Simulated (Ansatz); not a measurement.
# LiSO2F: the cost of one run

Method: DFT PBE, plane waves, PAW, scalar-relativistic, no spin polarisation, in Ansatz 0.2.0.

## Step 1: Starting point

The cell holds 15 atoms (F3Li3O6S3): a = 6.910 Å, b = 6.910 Å, c = 6.910 Å, α = 90.00°, β = 90.00°, γ = 90.00°.

Coordinates:

```xyz
15
Lattice="6.9104 0.0000 0.0000 0.0000 6.9104 0.0000 0.0000 0.0000 6.9104" Properties=species:S:1:pos:R:3 pbc="T T T"
S     3.8813    1.5230    4.3803
O     2.8656    1.4337    5.4486
O     5.1954    2.1330    4.6660
S     3.7712    5.7984    0.0058
O     4.0243    4.4747   -0.5978
O     4.7378    6.3630    0.9690
S     1.6100    2.7739    1.4740
O     0.2680    3.1897    1.9287
O     2.7821    3.6201    1.7756
Li    1.4161    6.0312    2.8726
F     1.5149    5.9033    4.4309
Li    0.7919    3.3370    5.0253
F     0.2961    3.7202    6.4612
Li    7.2165    6.4047    6.6412
F     6.2372    5.3278    6.0618
```

## Step 2: Preparing the start

Input file input.yaml:

```yaml
crystal:
  lattice:
    - [6.910423, 0.0, 0.0]
    - [0.0, 6.910423, 0.0]
    - [0.0, 0.0, 6.910423]
  atoms:
    - { symbol: S, position: [0.5616529, 0.2203976, 0.6338673] }
    - { symbol: O, position: [0.4146847, 0.2074694, 0.7884587] }
    - { symbol: O, position: [0.7518226, 0.3086645, 0.6752163] }
    - { symbol: S, position: [0.5457197, 0.8390858, 0.0008464] }
    - { symbol: O, position: [0.5823508, 0.6475288, -0.0864998] }
    - { symbol: O, position: [0.6856049, 0.9207772, 0.1402163] }
    - { symbol: S, position: [0.2329885, 0.4014018, 0.2133005] }
    - { symbol: O, position: [0.038782, 0.4615713, 0.2790938] }
    - { symbol: O, position: [0.4025896, 0.5238591, 0.2569464] }
    - { symbol: Li, position: [0.2049194, 0.8727741, 0.4156909] }
    - { symbol: F, position: [0.2192249, 0.8542608, 0.6411843] }
    - { symbol: Li, position: [0.1145909, 0.4828944, 0.7272084] }
    - { symbol: F, position: [0.0428469, 0.5383524, 0.9349868] }
    - { symbol: Li, position: [1.044289, 0.9268166, 0.9610357] }
    - { symbol: F, position: [0.9025775, 0.7709855, 0.8771953] }
basis:
  ecutwfc: 420.0
kpoints:
  mp_grid: { grid: [1, 1, 1] }
hamiltonian:
  xc: pbe
scf:
  occupations: { method: fermi_dirac, width: 0.05 }
  lower_state_search: "off"
relax:
  f_tol: 0.3
  max_steps: 15
  adjacent_minimum: "off"
output:
  write_density: true
  write_potential: true
  elf: true
  volumetric_format: npy
```

On the command line:

```
ansatz run input.yaml --threads 1 --pin off --max-ram 3072MiB --backend cpu --events-out ev --progress --plain --runs-dir out
```

**Question.** How long does this run take on 1 thread of Intel Xeon Platinum 8488C (Sapphire Rapids), shared host, and how much memory does it need?

About 29 s, with a peak of 0.47 GiB.
